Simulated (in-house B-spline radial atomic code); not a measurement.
**Re²⁺: excited configurations**

Aim: the energies of several excited configurations of Re²⁺ above a reference configuration, each from its own self-consistent run.

Program: in-house B-spline radial atomic code version 1. Level of theory: scalar-relativistic (spin-free one-electron X2C) BHandHLYP, spin-polarised, spherical density, exact exchange averaged over the configuration, Fermi nucleus, basis-set limit. These are calculated values, not measurements, unless marked.

### Step 1. The system

| Property | Result |
| --- | --- |
| element | rhenium (Z = 75) |
| charge | +2 |
| electrons | 73 |
| configuration | [Xe] 4f14 5d5 |
| Hamiltonian | scalar-relativistic (X2C) |
| nucleus | Fermi, rms radius 5.370 fm |

Outer shells as boxes (Hund's rule):

[Xe] 4f14 5d5
```
[Xe] core
4f [↑↓][↑↓][↑↓][↑↓][↑↓][↑↓][↑↓]
5d [↑ ][↑ ][↑ ][↑ ][↑ ]
```

Where spins are not typed, each open shell is filled with up spins first.

Settings, as recorded:

```ini
Z = 75
electrons = 73.0
configuration = [Xe] 4f14 5d5
hamiltonian = x2c
method = bhandhlyp
spin_polarised = True
nucleus = fermi
rms_radius = 5.3698
mass_number = 187
atomic_mass = 186.955752217
speed_of_light = 137.035999084
exact_exchange = averaged over the configuration
```

The reference is known from an earlier run: -16692.650025 hartree in all. Up to eight levels, counted from the top:

```csv
orbital,occupation,energy (eV),<r> (bohr)
4d down,5,-288.91,0.5002
5s up,1,-111.27,1.052
5s down,1,-107.57,1.040
5p up,3,-71.682,1.217
4f up,7,-68.059,0.5800
4f down,7,-67.468,0.5740
5p down,3,-66.372,1.204
5d up,5,-25.470,1.751
```

### Step 2. Configuration [Kr] 4d10 4f14 5s2 5p5 5d5 6d1

Settings, as recorded:

```ini
Z = 75
electrons = 73.0
configuration = [Kr] 4d10 4f14 5s2 5p5 5d5 6d1
hamiltonian = x2c
method = bhandhlyp
spin_polarised = True
nucleus = fermi
rms_radius = 5.3698
mass_number = 187
atomic_mass = 186.955752217
speed_of_light = 137.035999084
exact_exchange = averaged over the configuration
```

On the command line:

```
> python run_scf.py task.json out
```

task.json lists these runs, among others, and the program works through them in turn.

### Step 3. [Xe] 4f13 5d5 6d1

Settings: those of step 2 with these lines changed.

```diff
@@ -2,3 +2,3 @@
 electrons = 73.0
-configuration = [Kr] 4d10 4f14 5s2 5p5 5d5 6d1
+configuration = [Xe] 4f13 5d5 6d1
 hamiltonian = x2c
```

### Step 4. Configuration [Kr] 4d10 4f14 5s2 5p5 5d5 6f1

Settings: those of step 3 with these lines changed.

```diff
@@ -2,3 +2,3 @@
 electrons = 73.0
-configuration = [Xe] 4f13 5d5 6d1
+configuration = [Kr] 4d10 4f14 5s2 5p5 5d5 6f1
 hamiltonian = x2c
```

### Step 5. [Xe] 4f14 5d4 6s1

Settings: those of step 4 with these lines changed.

```diff
@@ -2,3 +2,3 @@
 electrons = 73.0
-configuration = [Kr] 4d10 4f14 5s2 5p5 5d5 6f1
+configuration = [Xe] 4f14 5d4 6s1
 hamiltonian = x2c
```

### Step 6. Run with [Xe] 4f14 5d4 6p1

Settings: those of step 5 with these lines changed.

```diff
@@ -2,3 +2,3 @@
 electrons = 73.0
-configuration = [Xe] 4f14 5d4 6s1
+configuration = [Xe] 4f14 5d4 6p1
 hamiltonian = x2c
```

### Step 7. Run with [Xe] 4f14 5d4 5f1

Settings: those of step 6 with these lines changed.

```diff
@@ -2,3 +2,3 @@
 electrons = 73.0
-configuration = [Xe] 4f14 5d4 6p1
+configuration = [Xe] 4f14 5d4 5f1
 hamiltonian = x2c
```

Before running: How far above the reference does each configuration lie (order and size, in eV)?

The runs gave:

| net move | configuration | 2|M_S|+1 | energy above the reference (eV) | largest <r> (bohr) |
| --- | --- | --- | --- | --- |
| 5d → 6s | [Xe] 4f14 5d4 6s1 | 6 | 2.541 | 2.64 |
| 5d → 6p | [Xe] 4f14 5d4 6p1 | 6 | 9.753 | 3.27 |
| 5d → 5f | [Xe] 4f14 5d4 5f1 | 6 | 19.787 | 5.27 |
| 4f → 6d | [Xe] 4f13 5d5 6d1 | 8 | 57.456 | 4.84 |
| 5p → 6d | [Kr] 4d10 4f14 5s2 5p5 5d5 6d1 | 8 | 57.740 | 4.87 |
| 5p → 6f | [Kr] 4d10 4f14 5s2 5p5 5d5 6f1 | 8 | 63.126 | 9.20 |

**Reading.** The energies run from 2.541 eV (5d → 6s) to 63.126 eV (5p → 6f). 3 of them lie more than 60 % above minus the reference's highest level (25.470 eV), in the range where a state can decay by emitting an electron. The reference has 2|M_S|+1 = 6; 3 of the configurations differ from it in spin. These are spherical averages at the typed spins, not spectroscopic levels.
